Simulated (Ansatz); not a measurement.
# CH₂GaNO: a ladder of functionals and wavefunction methods

Aim: compute CH₂GaNO with functionals from several rungs and with coupled cluster, and see how far each lands from CCSD(T) at the basis-set limit for the atomisation energy.

The runs use Ansatz 0.2.0, Gaussian basis; functionals in def2-TZVPP, the program's frozen cores in correlated methods.

Plan: LDA (SPW92), PBE-D4, revPBE-D4, BLYP-D4, r2SCAN-D4, B97M-V, PBE0-D4, B3LYP-D4, r2SCANh-D4, r2SCAN0-D4, HSE06-D4, BHLYP-D4, CAM-B3LYP-D4, LC-ωPBE, ωB97X-V, ωB97M-V, B2PLYP, PBE-QIDH; CCSD(T)/def2-SVP; CCSD(T)/def2-TZVPP; MP2/def2-QZVPP; extrapolation to the limit; RPA on PBE.

## (1) The geometry

All runs share one geometry, relaxed beforehand with PBE0-D4 in a triple-zeta def2 set.

SMILES `N#[C][GaH][OH]`, 6 atoms, charge 0, spin multiplicity 1.

Atoms are counted from 1 here; the program's logs count them from 0.

Bond lengths: N1–C2 1.153 Å, C2–Ga3 1.935 Å, Ga3–O4 1.770 Å, Ga3–H5 1.547 Å, O4–H6 0.960 Å. Angles: N1–C2–Ga3 177.2°, C2–Ga3–O4 111.4°, C2–Ga3–H5 123.7°, O4–Ga3–H5 124.9°, Ga3–O4–H6 114.7°.

## (2) LDA

This LDA is Slater exchange with PW92 correlation.

Contents of in.yaml:

```yaml
crystal:
  periodic: [false, false, false]
  atoms:
    - {symbol: N, position_ang: [1.581260, -1.868952, 1.348503]}
    - {symbol: C, position_ang: [1.011311, -1.082190, 0.728387]}
    - {symbol: Ga, position_ang: [0.131463, 0.248209, -0.366492]}
    - {symbol: O, position_ang: [-1.523645, 0.548869, 0.185299]}
    - {symbol: H, position_ang: [0.803664, 0.950589, -1.569570]}
    - {symbol: H, position_ang: [-2.004043, 1.203476, -0.326126]}
basis:
  gaussian: {orbitals: def2-TZVPP}
hamiltonian: {xc: lda}
output: {orbitals: {seedname: orbitals}}
```

Started as:

```
$ ansatz run in.yaml --threads 2 --pin off --events-out ev --progress --plain --max-ram 4352MiB
```

After this run come: PBE-D4 (GGA); revPBE-D4 (GGA); BLYP-D4 (GGA); r2SCAN-D4 (meta-GGA); B97M-V (meta-GGA); PBE0-D4 (hybrid); B3LYP-D4 (hybrid); r2SCANh-D4 (hybrid); r2SCAN0-D4 (hybrid); HSE06-D4 (hybrid); BHLYP-D4 (hybrid); CAM-B3LYP-D4 (range-separated); LC-ωPBE (range-separated); ωB97X-V (range-separated); ωB97M-V (range-separated); B2PLYP (double hybrid); PBE-QIDH (double hybrid); CCSD(T) in def2-SVP; CCSD(T) in def2-TZVPP; MP2 in def2-QZVPP; RPA on PBE orbitals.

Q: Predict the results of all the runs planned. Wanted: atomisation energy, CCSD(T)/CBS; farthest beyond LDA; mean size of error, GGA; mean size of error, meta-GGA; mean size of error, hybrid; mean size of error, range-separated; mean size of error, double hybrid; gap, smallest and largest; T1 diagnostic.

**Answer**, as computed:

```
                               quantity                                                                           value
        atomisation energy, CCSD(T)/CBS                                                                       23.634 eV
    functionals within 0.236 eV (1.0 %)  revPBE-D4, BLYP-D4, r2SCAN-D4, B97M-V, CAM-B3LYP-D4, LC-ωPBE, ωB97X-V, ωB97M-V
                    farthest beyond LDA                                                            BHLYP-D4 (-1.523 eV)
                mean size of error, GGA                                                                        0.292 eV
           mean size of error, meta-GGA                                                                        0.175 eV
             mean size of error, hybrid                                                                        0.651 eV
    mean size of error, range-separated                                                                        0.082 eV
      mean size of error, double hybrid                                                                        0.303 eV
              gap, smallest and largest                                       5.02 eV (LDA (SPW92)), 12.37 eV (LC-ωPBE)
                          T1 diagnostic                                                                          0.0153
triples share of the correlation energy                                                                           4.4 %
```

In words: LDA overbinds by 3.816 eV (16 %). PBE-D4 is off by +0.632 eV. Double hybrids carry the basis error of their MP2 part in triple zeta, and no dispersion term here, so their miss is partly the set-up's. The rungs range-separated, meta-GGA miss on average by less than the doubt on the reference (0.236 eV), so they tie; hybrid functionals have the largest mean beyond LDA (0.651 eV), BHLYP with half exact exchange included. Misses under about 0.236 eV are within the doubt on the reference itself, which lacks core-valence correlation, relativity and higher excitations, and its outer-core shells are covered unevenly. Hartree-Fock recovers 64 % of the binding; the rest is correlation. CCSD(T) in def2-SVP is off by -1.583 eV, which most functionals beat. Orbital gaps span 5.0 to 12.4 eV; exact exchange widens them. Correlated methods include outer-core shells of Ga, which these sets cover unevenly.
